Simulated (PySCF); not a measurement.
# C₄H₆F₂O: magnetic properties

Aim: compute the magnetic properties of C₄H₆F₂O (`CC(=O)CC(F)F`).

Programs: PySCF 2.14.0, with routines of our own; each step states its level. All values are computed. Atoms count from 0.

### Step 1. The starting structure

13 atoms, charge 0, multiplicity 1; geometry from: GFN2-xTB.

### Step 2. Magnetic properties: GIAO BHandHLYP/pcSseg-1

What the job is given:

```
{"job": {"kind": "mag", "xc": "BHandHLYP", "basis": "pcSseg-1", "isotopologues": 2}, "charge": 0, "multiplicity": 1}
C      1.812278     0.024714    -0.377035
C      0.700110     0.279370     0.593643
O      0.728892     1.118600     1.453237
C     -0.534905    -0.597455     0.388578
C     -1.669992     0.277340    -0.125767
F     -2.809366    -0.442031    -0.257678
F     -1.379101     0.745320    -1.365439
H      2.136958    -1.011163    -0.304702
H      1.442543     0.192289    -1.387516
H      2.649006     0.687974    -0.178081
H     -0.849763    -1.015464     1.345934
H     -0.351419    -1.398974    -0.326529
H     -1.879628     1.139966     0.523627
```

With the program's defaults for keys left out, this is: GIAO BHandHLYP/pcSseg-1 magnetisability, rotational g tensor and spin-rotation constants, non-relativistic, gas phase.

Started as:

```console
OMP_NUM_THREADS=1 python excited_run.py task.json out
```

This one command runs all jobs of the session in turn.

The log of the run:

```text
coarse grid: 11328 points
cycle   1  E = -430.4477689941  dE =  1.113e+00  |g| = 1.022e+00  |ddm| = 3.010e+00
cycle   2  E = -430.2853213595  dE =  1.624e-01  |g| = 1.447e+00  |ddm| = 1.719e+00
cycle   3  E = -430.6438483944  dE = -3.585e-01  |g| = 1.481e-01  |ddm| = 1.181e+00
cycle   4  E = -430.6474385953  dE = -3.590e-03  |g| = 6.899e-02  |ddm| = 1.201e-01
cycle   5  E = -430.6482563404  dE = -8.177e-04  |g| = 1.206e-02  |ddm| = 5.674e-02
cycle   6  E = -430.6482866767  dE = -3.034e-05  |g| = 3.924e-03  |ddm| = 1.188e-02
cycle   7  E = -430.6482904649  dE = -3.788e-06  |g| = 9.254e-04  |ddm| = 5.423e-03
final grid: 111480 points
cycle   8  E = -430.6965679428  dE = -1.736e-05  |g| = 4.610e-03  |ddm| = 1.166e-02
cycle   9  E = -430.6965665577  dE =  1.385e-06  |g| = 5.585e-03  |ddm| = 5.899e-03
cycle  10  E = -430.6965718601  dE = -5.302e-06  |g| = 6.742e-04  |ddm| = 3.525e-03
cycle  11  E = -430.6965719362  dE = -7.607e-08  |g| = 2.173e-04  |ddm| = 5.478e-04
cycle  12  E = -430.6965719438  dE = -7.592e-09  |g| = 6.290e-05  |ddm| = 2.061e-04
cycle  13  E = -430.6965719446  dE = -8.184e-10  |g| = 1.131e-05  |ddm| = 4.616e-05
converged SCF energy = -430.6965719446

Magnetisability tensor (1e-30 J/T^2)
     -922.08       13.46       -0.81
       13.46     -836.60      135.28
       -0.81      135.28     -839.67
isotropic -866.12   principal values    -975.32   -920.55   -702.48
isotropic susceptibility -52.159 1e-6 cm^3/mol

Inertial axes            a          b          c
rot. const./GHz      4.8675     1.5850     1.4560
chi total           -54.313    -51.518    -50.645
chi diamagnetic    -322.020   -791.993   -853.469
chi paramagnetic    267.707    740.475    802.824
quadrupole/D A       -5.329      1.037      4.291
g nuclear            0.5722     0.5335     0.5308
g electronic        -0.6122    -0.5514    -0.5492
g total             -0.0400    -0.0179    -0.0183

Spin-rotation constants (kHz, H = +C I.J)
atom  isotope        aa         bb         cc
  5    19F        4.206      0.783      1.943
  6    19F        2.905      1.350      1.649
  7     1H       -0.555     -0.176      0.046
  8     1H       -0.368      0.009     -0.173
  9     1H        0.014     -0.177     -0.120
 10     1H       -0.530      0.026     -0.147
 11     1H       -0.526     -0.102     -0.012
 12     1H       -0.444     -0.078      0.023
  0    13C*       0.746      0.251      0.276
  1    13C*       2.488      0.681      0.523
  2    17O*      -2.972     -1.098     -0.768
  3    13C*       0.839      0.320      0.292
  4    13C*       1.431      0.462      0.422
* in the singly substituted isotopologue

Isotopologues: g along a, b, c
2H    at 7,8,9,10,11,12    -0.0355    -0.0170    -0.0166
13C   at 0                 -0.0397    -0.0178    -0.0179
```

Wall time 38 s (1 thread of Arm Neoverse N1, shared host); peak memory 0.7 GiB.

In short:

| quantity | value |
| --- | --- |
| magnetisability | -866·10⁻³⁰ J/T² |
| molar susceptibility | -52.2·10⁻⁶ cm³/mol |
| rotational g (a, b, c) | -0.0400, -0.0179, -0.0183 |

Orbitals, density, ELF and potential are computed afterwards from the orbital file.

Frontier orbitals at BHandHLYP/pcSseg-1, with the share of their density that lies nearest to each atom:

| orbital | energy (eV) | lies on |
| --- | --- | --- |
| HOMO | -9.31 | O2 60 %; C0, C3 about 11 % each; C1 8 % |
| LUMO | 0.41 | C1 44 %; O2 29 % |

ELF in a plane through or near 5 of the atoms.

Values, 10 rows by 14 columns:
```
0.00 0.00 0.00 0.00 0.00 0.00 0.00 0.00 0.00 0.00 0.00 0.00 0.00 0.00
0.00 0.00 0.00 0.00 0.00 0.00 0.00 0.00 0.00 0.00 0.00 0.00 0.00 0.00
0.00 0.00 0.00 0.00 0.05 0.19 0.01 0.00 0.03 0.02 0.00 0.00 0.00 0.00
0.00 0.00 0.00 0.03 0.80 0.99 0.26 0.02 0.43 0.17 0.20 0.31 0.01 0.00
0.00 0.00 0.06 0.33 0.62 0.93 0.12 0.02 0.30 0.36 0.73 0.79 0.10 0.00
0.00 0.00 0.66 0.99 0.92 0.83 0.35 0.52 0.64 0.38 0.17 0.33 0.02 0.00
0.00 0.00 0.09 0.78 0.06 0.26 0.81 0.34 0.04 0.88 0.43 0.00 0.00 0.00
0.00 0.00 0.00 0.00 0.18 0.82 0.51 0.88 0.04 0.03 0.04 0.00 0.00 0.00
0.00 0.00 0.00 0.00 0.01 0.20 0.37 0.31 0.00 0.00 0.00 0.00 0.00 0.00
0.00 0.00 0.00 0.00 0.00 0.00 0.00 0.00 0.00 0.00 0.00 0.00 0.00 0.00
```
The map spans 10.8 Å across and 8.8 Å up, centred on the molecule. Atoms in the plane (x, y in Å): C0 (-1.8, 0.2), O2 (-0.6, -1.8), C4 (1.7, 0.1), H8 (-1.5, 1.1), H9 (-2.7, -0.2).

On the surface of density 0.002 e/bohr³ the electrostatic potential runs, from the 1st to the 99th percentile, from -1.51 V near O2 to 1.35 V near H7.

### Step 3. What came out

| quantity | value |
| --- | --- |
| magnetisability (step 2, GIAO BHandHLYP/pcSseg-1) | -866·10⁻³⁰ J/T² |
| molar susceptibility (step 2, GIAO BHandHLYP/pcSseg-1) | -52.2·10⁻⁶ cm³/mol |
| rotational g (a, b, c) (step 2, GIAO BHandHLYP/pcSseg-1) | -0.0400, -0.0179, -0.0183 |
| surface potential, 1st and 99th percentile | -1.51 V and 1.35 V |

**Reading.** The values above hold for this geometry and these levels alone. Vibrational averaging and real surroundings are missing from these values.
